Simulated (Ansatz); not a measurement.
**BH₃O + HF + HF: a complex and its separated parts**

Aim: how far the complex at one end of a reaction step lies below its separated, relaxed parts, level by level.

Method: PBE0-D4/def2-TZVP structures, single points in def2-TZVPP, no counterpoise correction; program: Ansatz 0.2.0, Gaussian basis.

Levels: SPW92, PBE-D4, BLYP-D4, r2SCAN-D4, B97M-V, PBE0-D4, B3LYP-D4, r2SCAN0-D4, BHLYP-D4, CAM-B3LYP-D4, wB97X-V, wB97M-V, B2PLYP, PBE-QIDH, RPA on PBE, Hartree-Fock, MP2, CCSD, CCSD(T).

Cores are frozen in the correlated methods. B3LYP uses VWN-RPA correlation. B2PLYP carries no dispersion term here.

26 further runs of the same task are left out: 26 set aside as unsound or not needed.

## 1. The system as given

The complex: 9 atoms, charge 0, spin multiplicity 1.

Atoms are counted from 1 here; the program's logs count them from 0.

Bond lengths: B1–H3 1.190 Å, B1–H4 1.194 Å, B1–O6 1.373 Å, F2–H7 0.939 Å, H5–F8 0.954 Å, O6–H9 0.962 Å. Angles: H3–B1–H4 124.4°, H3–B1–O6 116.1°, H4–B1–O6 119.3°, B1–O6–H9 113.7°.

Coordinates:

```mol
BF2H5O
  3D, bonds by distance, orders not assigned

  9  6  0  0  0  0  0  0  0  0999 V2000
   -1.0595   -0.4386   -0.4189 B   0  0
    0.8802    1.1668   -1.1852 F   0  0
   -0.5239   -1.2606   -1.0922 H   0  0
   -1.9953    0.2144   -0.7698 H   0  0
    0.9970   -0.3317    0.9826 H   0  0
   -0.6132   -0.3333    0.8751 O   0  0
    1.4752    0.7777   -0.5716 H   0  0
    1.9105   -0.1325    0.7910 F   0  0
   -1.0713    0.3381    1.3889 H   0  0
  1  3  8  0
  1  4  8  0
  1  6  8  0
  2  7  8  0
  5  8  8  0
  6  9  8  0
M  END
```

Its parts: BH₃O holds atoms 1, 3, 4, 6, 9; HF holds atoms 2, 7; HF holds atoms 5, 8. Each part counts its atoms afresh in its own runs.

## 2. Relaxing BH₃O alone

The input, relax-a/in.yaml:

```yaml
crystal:
  periodic: [false, false, false]
  atoms:
    - {symbol: B, position_ang: [-1.059484, -0.438600, -0.418927]}
    - {symbol: H, position_ang: [-0.523945, -1.260624, -1.092197]}
    - {symbol: H, position_ang: [-1.995279, 0.214386, -0.769816]}
    - {symbol: O, position_ang: [-0.613175, -0.333339, 0.875124]}
    - {symbol: H, position_ang: [-1.071263, 0.338060, 1.388871]}
basis:
  gaussian: {orbitals: def2-TZVP}
hamiltonian: {xc: pbe0, dispersion: d4}
relax: {f_tol: 0.005, max_steps: 200}
```

The command line of these runs was not kept.

Further steps of the session: Relaxing HF alone; Relaxing HF alone; wB97M-V/def2-TZVPP; CCSD(T)/def2-TZVPP; Vibrations of BH₃O; Vibrations of HF; Vibrations of HF.

**Question.** What will these runs give? Wanted: complex less parts, CCSD(T)/def2-TZVPP; with zero-point energy; largest T1 diagnostic.

The runs gave:

```
                              quantity           value
complex less parts, CCSD(T)/def2-TZVPP  -15.1 kcal/mol
                with zero-point energy  -10.6 kcal/mol
                 largest T1 diagnostic           0.014
```

**Reading.** At CCSD(T) the complex lies 15.1 kcal/mol below its parts. The functionals run from B2PLYP, off by -0.2 kcal/mol, to SPW92, off by -12.1 kcal/mol, against CCSD(T). Mean unsigned error by rung: LDA 12.1, GGA 2.3, meta-GGA 2.2, hybrid 1.8, range-separated hybrid 2.2, double hybrid 0.3 kcal/mol. PBE-D4 gives a relative energy 2.9 kcal/mol too low, outside chemical accuracy (1 kcal/mol). No counterpoise was applied, and triple zeta lacks some correlation, so the CCSD(T) reference has a basis error of its own, and close matches with it are partly luck.
